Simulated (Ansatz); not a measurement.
# GeHPSi: the cost of one run

Method: the settings change from run to run; program: Ansatz 0.2.0, Gaussian basis.

39 further runs of the same task are left out: 27 that didn't finish, 12 set aside as unsound or not needed.

### 1 The geometry

The geometry is a PBE0/def2-TZVP stationary point (not a proven minimum) with its atoms shifted at random (size 0.040 Å). No spin-orbit coupling is included. The filled d shell of Ge may be among the frozen orbitals whatever the setting's name suggests; the logs give the count.

4 atoms, charge 0, spin multiplicity 3.

Atoms are counted from 1 here; the program's logs count them from 0.

Bond lengths: Ge1–Si2 2.306 Å, Si2–P3 2.119 Å, P3–H4 1.379 Å. Angles: Ge1–Si2–P3 177.8°, Si2–P3–H4 83.4°.

### 2 HF/cc-pVDZ

The input, in.yaml:

```yaml
crystal:
  periodic: [false, false, false]
  atoms:
    - {symbol: Ge, position_ang: [0.002336, -0.320248, 2.758279]}
    - {symbol: Si, position_ang: [0.001509, -0.311039, 0.452676]}
    - {symbol: P, position_ang: [0.049466, -0.369156, -1.664991]}
    - {symbol: H, position_ang: [-0.053312, 1.000443, -1.545964]}
basis:
  gaussian: {orbitals: cc-pVDZ}
magnetization: {spin_polarized: false, initial_magnetization: 2}
hamiltonian: {xc: hf}
accuracy: high
output: {orbitals: {seedname: orbitals}}
```

On the command line:

```sh
$ ansatz run in.yaml --threads 1 --pin off --events-out ev --progress --plain --max-ram 2393MiB
```

What time and memory should one allow on 1 thread of Intel Xeon at 2.50GHz, shared host?

About 19 s, with a peak of 0.25 GiB.
